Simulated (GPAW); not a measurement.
# SnO (P4/nmm) in GPAW: settings compared

One crystal, SnO, is run at these levels: TB-mBJ, r2SCAN; tasks: single point, band structure.

Everything below comes from runs of GPAW 26.7.0. Logs are shortened: lines on timing, memory, paths and dates and some standing lists are left out, and cuts for length are marked. The log counts tension as positive stress, the text compression.

## (1) The structure

Symmetry: P4/nmm, No. 129, tetragonal system. The conventional cell has a = 3.799 Å, b = 3.799 Å, c = 4.841 Å, α = 90.00°, β = 90.00°, γ = 90.00°. Sn (site symmetry 4mm) is surrounded by 4 O at 2.22 Å. Around O (site symmetry -4m2) lie 4 Sn at 2.22 Å.

## (2) Single point, TB-mBJ

The input, run.py:

```python
from ase import Atoms
from ase.dft.bandgap import bandgap
from ase.io import write
from gpaw import GPAW, PW

atoms = Atoms(['Sn', 'Sn', 'O', 'O'],
              cell=[[3.7986, 0.0, 0.0],
                    [0.0, 3.7986, 0.0],
                    [0.0, 0.0, 4.8408]],
              scaled_positions=[[0.5, 0.0, 0.2369],
                                [0.0, 0.5, 0.7631],
                                [0.0, 0.0, 0.0],
                                [0.5, 0.5, 0.0]],
              pbc=True)

calc = GPAW(mode=PW(600),
            xc='TB09',
            kpts={'size': (8, 8, 6), 'gamma': True},
            occupations={'name': 'fermi-dirac', 'width': 0.05},
            nbands=33,
            convergence={'density': 1e-05, 'energy': 1e-05},
            eigensolver='cg',
            maxiter=150,
            txt='gpaw.txt')
atoms.calc = calc
energy = atoms.get_potential_energy()
calc.write('gs.gpw')
write('result.traj', atoms)
print('Fermi level:', round(calc.get_fermi_level(), 4), 'eV')
print(f'Gap: {bandgap(calc)[0]:.4f} eV, direct: {bandgap(calc, direct=True)[0]:.4f} eV')
```

Potentials or basis: GPAW PAW data sets for LDA (gpaw-data 1.2.1), pw.

Run with:

```
> OMP_NUM_THREADS=1 python run.py
```

gpaw.txt:

```text
___ ___ ___ _ _ _
 |   |   |_  | | | |
 | | | | | . | | | |
 |__ |  _|___|_____|  26.7.0
 |___|_|

Input parameters:
  convergence: {density: 1e-05,
                energy: 1e-05}
  eigensolver: cg
  kpts: {gamma: True,
         size: (8, 8, 6)}
  maxiter: 150
  mode: {ecut: 600.0,
         name: pw}
  nbands: 33
  occupations: {name: fermi-dirac,
                width: 0.05}
  xc: TB09

System changes: positions, numbers, cell, pbc, initial_charges, initial_magmoms

Initialize ...

species:
  Sn:
    name:    Tin
    Z:       50.0
    valence: 14
    core:    36
    charge:  0.0  # [|e|]
    compensation charges:
      type: gauss
      rc: 0.38  # [Å]
      lmax: 2
    cutoffs:
      filter: 2.23  # [Å]
      core: 2.35  # [Å]
    projectors
    | kind |    occ | energy [eV] | rcut [Å] |
    |------|--------|-------------|----------|
    |   5s |  2.000 |     -10.799 |    1.201 |
    |   5p |  2.000 |      -3.869 |    1.270 |
    |   4d | 10.000 |     -25.910 |    1.185 |
    |    s |        |      16.413 |    1.201 |
    |    p |        |      23.342 |    1.270 |
    |    d |        |       1.302 |    1.185 |

    Using partial waves for Sn as LCAO basis

  O:
    name:    Oxygen
    Z:       8.0
    valence: 6
    core:    2
    charge:  0.0  # [|e|]
    compensation charges:
      type: gauss
      rc: 0.21  # [Å]
      lmax: 2
    cutoffs:
      filter: 1.17  # [Å]
      core: 0.83  # [Å]
    projectors
    | kind |    occ | energy [eV] | rcut [Å] |
    |------|--------|-------------|----------|
    |   2s |  2.000 |     -23.752 |    0.688 |
    |   2p |  4.000 |      -9.195 |    0.598 |
    |    s |        |       3.459 |    0.688 |
    |    p |        |      18.016 |    0.598 |
    |    d |        |       0.000 |    0.619 |

    Using partial waves for O as LCAO basis

Reference energy: -339786.989759  # eV

Spin-paired calculation

Convergence criteria:
 Maximum [total energy] change in last 3 cyles: 1e-05 eV / valence electron
 Maximum integral of absolute [dens]ity change: 1e-05 electrons / valence electron
 Maximum integral of absolute [eigenst]ate change: 4e-08 eV^2 / valence electron
 Maximum number of scf [iter]ations: 150
 (Square brackets indicate name in SCF output, whereas a 'c' in
 the SCF output indicates the quantity has converged.)

Symmetries present (total): 8

  ( 1  0  0)  ( 1  0  0)  ( 0  1  0)  ( 0  1  0)  ( 0 -1  0)  ( 0 -1  0)
  ( 0  1  0)  ( 0 -1  0)  ( 1  0  0)  (-1  0  0)  ( 1  0  0)  (-1  0  0)
  ( 0  0  1)  ( 0  0  1)  ( 0  0 -1)  ( 0  0 -1)  ( 0  0 -1)  ( 0  0 -1)

  (-1  0  0)  (-1  0  0)
  ( 0  1  0)  ( 0 -1  0)
  ( 0  0  1)  ( 0  0  1)

384 k-points: 8 x 8 x 6 Monkhorst-Pack grid + [1/16,1/16,1/12]
60 k-points in the irreducible part of the Brillouin zone
       k-points in crystal coordinates                weights
   0:     0.00000000    0.00000000    0.00000000          1/384
   1:     0.00000000    0.00000000    0.16666667          2/384
   2:     0.00000000    0.00000000    0.33333333          2/384
   3:     0.00000000    0.00000000    0.50000000          1/384
   4:     0.12500000    0.00000000    0.00000000          4/384
   5:     0.12500000    0.00000000    0.16666667          8/384
   6:     0.12500000    0.00000000    0.33333333          8/384
   7:     0.12500000    0.00000000    0.50000000          4/384
   8:     0.12500000    0.12500000    0.00000000          4/384
   9:     0.12500000    0.12500000    0.16666667          8/384
          ...
  59:     0.50000000    0.50000000    0.50000000          1/384

Wave functions: Plane wave expansion
  Cutoff energy: 600.000 eV
  Number of coefficients (min, max): 2308, 2354
  Pulay-stress correction: 0.000000 eV/Ang^3 (de/decut=0.000000)
  Using FFTW library
  ScaLapack parameters: grid=1x1, blocksize=None
  Wavefunction extrapolation:
    Improved wavefunction reuse through dual PAW basis

Occupation numbers: Fermi-Dirac:
  width: 0.0500  # eV

Eigensolver
   CG(niter=4, rtol=3.0e-01)

Densities:
  Coarse grid: 24*24*28 grid
  Fine grid: 48*48*56 grid
  Total Charge: 0.000000

Density mixing:
  Method: separate
  Backend: msr1
  Linear mixing parameter: 0.05
  old densities: 10
  Width of damping distribution: 1.1
  Damping of long wavelength oscillations: 20

Hamiltonian:
  XC and Coulomb potentials evaluated on a 48*48*56 grid
  Using the TB09 Exchange-Correlation functional
  External potential:
    NoExternalPotential

XC parameters: TB09 with 2 nearest neighbor stencil

Number of atoms: 4
Number of atomic orbitals: 26
Number of bands in calculation: 33
Number of valence electrons: 40
Bands to converge: occupied

... initialized

Initializing position-dependent things.

Density initialized from atomic densities
Creating initial wave functions:
  26 bands from LCAO basis set
  7 bands from random numbers

   .--------.
  /|        |
 *Sn        |
 | |        |
 | |        |
 | |        |
 | .--------.
 |/  Sn    /
 O--------*

Atomic positions and initial magnetic moments

Positions:
   0 Sn     1.899300    0.000000    1.146786    ( 0.0000,  0.0000,  0.0000)
   1 Sn     0.000000    1.899300    3.694014    ( 0.0000,  0.0000,  0.0000)
   2 O      0.000000    0.000000    0.000000    ( 0.0000,  0.0000,  0.0000)
   3 O      1.899300    1.899300    0.000000    ( 0.0000,  0.0000,  0.0000)

Unit cell:
           periodic     x           y           z      points  spacing
  1. axis:    yes    3.798600    0.000000    0.000000    24     0.1583
  2. axis:    yes    0.000000    3.798600    0.000000    24     0.1583
  3. axis:    yes    0.000000    0.000000    4.840800    28     0.1729

  Lengths:   3.798600   3.798600   4.840800
  Angles:   90.000000  90.000000  90.000000

Effective grid spacing dv^(1/3) = 0.1630

iter:   1  9071.373847
iter:   2  9090.000215   +1.65  -0.75
iter:   3  9088.138696   +0.87  -0.95
iter:   4  9089.288534   -0.11  -1.11
iter:   5  9093.753444   -0.67  -1.16
iter:   6  9099.352909   -0.57  -1.34
iter:   7  9107.861457   -0.68  -1.51
iter:   8  9106.989538   -1.12  -1.59
iter:   9  9109.191024   -1.22  -1.89
iter:  10  9106.854977   -1.28  -1.81
iter:  11  9106.893209   -1.21  -1.96
[... 9 lines left out ...]
iter:  21  9105.493442   -4.20  -3.32
iter:  22  9105.465976   -4.83  -3.21
iter:  23  9105.395312   -4.57  -3.32
iter:  24  9105.383600   -4.66  -3.71
iter:  25  9105.365389   -5.31  -3.71
iter:  26  9105.347444   -5.49  -3.93
iter:  27  9105.339240   -5.70  -4.18
iter:  28  9105.328670   -5.87  -4.39
iter:  29  9105.326554   -6.37  -4.84
iter:  30  9105.321895   -7.07  -4.87
iter:  31  9105.322759   -7.44c -5.12c
iter:  32  9105.322304   -7.84c -5.58c
iter:  33  9105.323851   -8.02c -5.50c
iter:  34  9105.321884   -7.76c -5.42c
iter:  35  9105.323215   -7.90c -5.35c
iter:  36  9105.322374   -8.03c -5.59c
iter:  37  9105.323072   -8.16c -5.51c
iter:  38  9105.322967   -8.38c -6.10c
iter:  39  9105.322988c  -9.12c -6.02c

Converged after 39 iterations.

Dipole moment: (-0.000000, -0.000000, -0.000000) |e|*Ang

Energy contributions relative to reference atoms: (reference = -339786.989759)

Kinetic:        +93.400575
Potential:      -81.867673
External:        +0.000000
XC:            +9095.101678
Entropy (-ST):   -0.000623
Local:           -1.311280
SIC:             +0.000000
--------------------------
Free energy:   +9105.322677
Extrapolated:  +9105.322988

Showing only first 2 kpts
 Kpt  Band  Eigenvalues  Occupancy
  0    18      3.71232    2.00000
  0    19      7.76325    1.53126
  0    20     10.17597    0.00000
  0    21     12.39380    0.00000

  1    18      3.71043    2.00000
  1    19      7.43026    1.99922
  1    20      9.97586    0.00000
  1    21     11.79496    0.00000

Fermi level: 7.82244

Gap: 0.126 eV
Transition (v -> c):
  (s=0, k=0, n=19, [0.00, 0.00, 0.00]) -> (s=0, k=56, n=20, [0.50, 0.50, 0.00])
Direct/indirect transitions are different
Direct gap: 2.257 eV
Transition at: (s=0, k=56, n=19, [0.50, 0.50, 0.00])
Writing to gs.gpw (mode='')
```

Wall time 9 min (1 thread of Intel Xeon Platinum 8375C at 2.90GHz (Ice Lake), shared host); peak memory 0.37 GiB.

What came out:

```yaml
Band_gap_on_the_k_mesh: 0.13 eV, indirect (least direct gap 2.26 eV)
```

Caveat: a model potential gives levels but no total energy; the PAW data sets were made with another functional, which shifts forces and pressure a little; spin-orbit coupling is left out, which moves the levels of the heavy elements. A k mesh can miss the band edges.

## (3) Band structure, r2SCAN

run.py, as its differences from that of step 2:

```diff
@@ -3,2 +3,3 @@
 from ase.io import write
+from ase.units import GPa
 from gpaw import GPAW, PW
@@ -16,3 +17,3 @@
 calc = GPAW(mode=PW(600),
-            xc='TB09',
+            xc='MGGA_X_R2SCAN+MGGA_C_R2SCAN',
             kpts={'size': (8, 8, 6), 'gamma': True},
@@ -21,3 +22,2 @@
             convergence={'density': 1e-05, 'energy': 1e-05},
-            eigensolver='cg',
             maxiter=150,
@@ -26,5 +26,18 @@
 energy = atoms.get_potential_energy()
+forces = atoms.get_forces()
+stress = atoms.get_stress()
 calc.write('gs.gpw')
 write('result.traj', atoms)
+print(f'Energy: {energy:.6f} eV')
+print('Forces (eV/A):')
+print(forces.round(4))
+print('Stress (GPa):', (stress / GPa).round(3))
 print('Fermi level:', round(calc.get_fermi_level(), 4), 'eV')
 print(f'Gap: {bandgap(calc)[0]:.4f} eV, direct: {bandgap(calc, direct=True)[0]:.4f} eV')
+
+path = atoms.cell.bandpath('GXMGZRAZ,XR,MA', npoints=100, eps=1e-4)
+bs_calc = calc.fixed_density(kpts=path, symmetry='off', nbands=49,
+                             convergence={'bands': 'CBM+6.0', 'eigenstates': 1e-6}, txt='bands.txt')
+bs = bs_calc.band_structure()
+bs.write('bs.json')
+print(f'Gap on the path: {bandgap(bs_calc)[0]:.4f} eV')
```

Potentials or basis: GPAW PAW data sets (gpaw-data 1.2.1), pw.

Run with:

```
> OMP_NUM_THREADS=1 python run.py
```

Run time: 16 min. Hardware: 1 thread of AMD EPYC, shared host; peak memory 0.63 GiB.

The run converged. Its results:

| Quantity | Value |
| --- | --- |
| Free energy | -55.1915 eV |
| Pressure | -2.0 GPa |
| Largest force | 0.024 eV/Å |
| Band gap on the k mesh | 0.18 eV, indirect (least direct gap 2.30 eV) |
| Band gap along the path | 0.18 eV, indirect (least direct gap 2.30 eV) |

Forces in eV/Å, atoms in the order of the input:
```
Sn   0.000  0.000  0.024
Sn   0.000  0.000 -0.024
O    0.000  0.000  0.000
O    0.000  0.000  0.000
```

Stress tensor (GPa, compression positive):
```
-2.12  0.00  0.00
 0.00 -2.12  0.00
 0.00  0.00 -1.80
```

Levels at the corners of the path, in eV from the valence-band top:
```tsv
point	band 18	band 19	band 20	band 21	band 22	band 23
Γ	-3.66	-3.66	0.00	2.39	4.55	4.87
X	-5.36	-3.00	-3.00	3.46	3.46	6.20
M	-2.98	-2.12	-2.12	0.18	0.18	4.75
Γ	-3.66	-3.66	0.00	2.39	4.55	4.87
Z	-3.68	-3.08	-2.59	1.95	3.11	3.11
R	-5.33	-2.04	-2.04	2.77	2.77	5.69
A	-2.98	-2.91	-2.91	2.45	2.45	4.35
Z	-3.68	-3.08	-2.59	1.95	3.11	3.11
X	-5.36	-3.00	-3.00	3.46	3.46	6.20
R	-5.33	-2.04	-2.04	2.77	2.77	5.69
M	-2.98	-2.12	-2.12	0.18	0.18	4.75
A	-2.98	-2.91	-2.91	2.45	2.45	4.35
```

Caveat: the cutoff is short for stress and forces, so pressures can be off by a GPa or more; the PAW data sets were made with another functional, which shifts forces and pressure a little; spin-orbit coupling is left out, which moves the levels of the heavy elements. r2SCAN opens gaps a little over a GGA but as a rule still falls short of measured ones.
